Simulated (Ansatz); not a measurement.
# SiF4 with GeF4: structure and interaction energy

An exercise on one series of results from a longer session: the logs are not shown, and one member is left open.

Method: PBE0-D4 structure, single points in def2-TZVPPD; program: Ansatz 0.2.0, Gaussian basis.

Levels: PBE-D4, revPBE-D4, BLYP-D4, r2SCAN-D4, B97M-V, PBE0-D4, B3LYP-D4, HSE06-D4, wB97X-V, wB97M-V, B2PLYP, Hartree-Fock, MP2, CCSD, CCSD(T). The reference is CCSD(T) extrapolated to the basis limit. For elements past Ar these valence bases correlate outer-core shells poorly and lack relativity, so that limit is rough.

Cores are frozen in the correlated methods. Filled d shells of the heavier atoms are correlated. B3LYP uses VWN-RPA correlation. B2PLYP carries no dispersion term here.

50 further runs of the same task are left out: 50 set aside as unsound or not needed.

## Where the work starts

The pair, from a GFN2-xTB docking trial: 10 atoms, charge 0, spin multiplicity 1.

Atoms are counted from 1 here; the program's logs count them from 0.

Bond lengths: F1–Si2 1.562 Å, Si2–F3 1.564 Å, Si2–F4 1.578 Å, Si2–F5 1.562 Å, F6–Ge7 1.677 Å, Ge7–F8 1.675 Å, Ge7–F9 1.675 Å, Ge7–F10 1.676 Å. Angles: F1–Si2–F3 110.3°, F1–Si2–F4 108.6°, F1–Si2–F5 110.4°, F3–Si2–F4 107.6°, F3–Si2–F5 111.0°, F4–Si2–F5 108.7°, F6–Ge7–F8 107.8°, F6–Ge7–F9 111.5°, F6–Ge7–F10 110.5°, F8–Ge7–F9 106.8°, F8–Ge7–F10 107.0°, F9–Ge7–F10 112.9°.

As a file:

```
F    -0.2218   -1.4289   -2.1927
Si    0.1541    0.0800   -2.0428
F     1.2729    0.4641   -3.0655
F     0.7307    0.3142   -0.5925
F    -1.1103    0.9781   -2.2312
F    -0.6745   -1.3682    1.0637
Ge   -0.1484   -0.0737    1.9915
F    -0.6964   -0.3099    3.5564
F     1.5233   -0.0122    2.0694
F    -0.8296    1.3565    1.4437
```

Atoms 1 to 5 are fragment A (SiF4), the rest fragment B (GeF4).

The first run:

The input, pre/in.yaml:

```yaml
crystal:
  periodic: [false, false, false]
  atoms:
    - {symbol: F, position_ang: [-0.221800, -1.428900, -2.192700]}
    - {symbol: Si, position_ang: [0.154100, 0.080000, -2.042800]}
    - {symbol: F, position_ang: [1.272900, 0.464100, -3.065500]}
    - {symbol: F, position_ang: [0.730700, 0.314200, -0.592500]}
    - {symbol: F, position_ang: [-1.110300, 0.978100, -2.231200]}
    - {symbol: F, position_ang: [-0.674500, -1.368200, 1.063700]}
    - {symbol: Ge, position_ang: [-0.148400, -0.073700, 1.991500]}
    - {symbol: F, position_ang: [-0.696400, -0.309900, 3.556400]}
    - {symbol: F, position_ang: [1.523300, -0.012200, 2.069400]}
    - {symbol: F, position_ang: [-0.829600, 1.356500, 1.443700]}
basis:
  gaussian: {orbitals: def2-SVP}
hamiltonian: {xc: pbe, dispersion: d4}
relax: {f_tol: 0.03, max_steps: 250}
```

Started as:

```sh
$ ansatz run in.yaml --threads 4 --pin off --events-out ev --progress --plain --max-ram 66560MiB --backend cuda --devices 0, --max-vram 37GiB
```

Among the steps run: A first relaxation in a small basis; Relaxation at PBE0-D4; PBE-D4/def2-TZVPPD; r2SCAN-D4/def2-TZVPPD; PBE0-D4/def2-TZVPPD; B3LYP-D4/def2-TZVPPD; wB97X-V/def2-TZVPPD; wB97M-V/def2-TZVPPD; B2PLYP/def2-TZVPPD; BLYP-D4/def2-TZVPPD; revPBE-D4/def2-TZVPPD; B97M-V/def2-TZVPPD; HSE06-D4/def2-TZVPPD; CCSD(T)/def2-TZVPPD; MP2/def2-QZVPPD; Vibrations of the pair.

One table of the session follows, with a row left open; its other results are not shown here.

| method | interaction (kcal/mol) |
| --- | --- |
| PBE-D4 | -2.59 |
| revPBE-D4 | -2.71 |
| BLYP-D4 | -3.04 |
| r2SCAN-D4 | -3.09 |
| B97M-V | -2.71 |
| PBE0-D4 | -2.69 |
| B3LYP-D4 | -3.25 |
| HSE06-D4 | -2.64 |
| wB97X-V | ? |
| wB97M-V | -2.64 |
| B2PLYP | -0.92 |
| Hartree-Fock | -0.34 |
| MP2 | -1.52 |
| CCSD | -1.67 |
| CCSD(T) | -1.92 |
| CCSD(T)/CBS | -2.28 |

Q: Estimate the row for wB97X-V from the others.

**Answer.** interaction (kcal/mol): -2.67. In the column «interaction (kcal/mol)» it lies between PBE0-D4 (-2.69) and HSE06-D4 (-2.64).

Among the levels timed on like hardware and quicker than the yardstick, those that no quicker one beats, quickest first: revPBE-D4 (23 s, -0.43 kcal/mol); PBE-D4 (25 s, -0.32 kcal/mol).

PBE-D4 reaches 0.32 kcal/mol from the reference in 25 s, where CCSD(T)/CBS took 2.1 min; the quickest level in the cost chart, revPBE-D4, takes 23 s and misses by 0.43 kcal/mol.

Caveats from the session: A lower arrangement may exist.
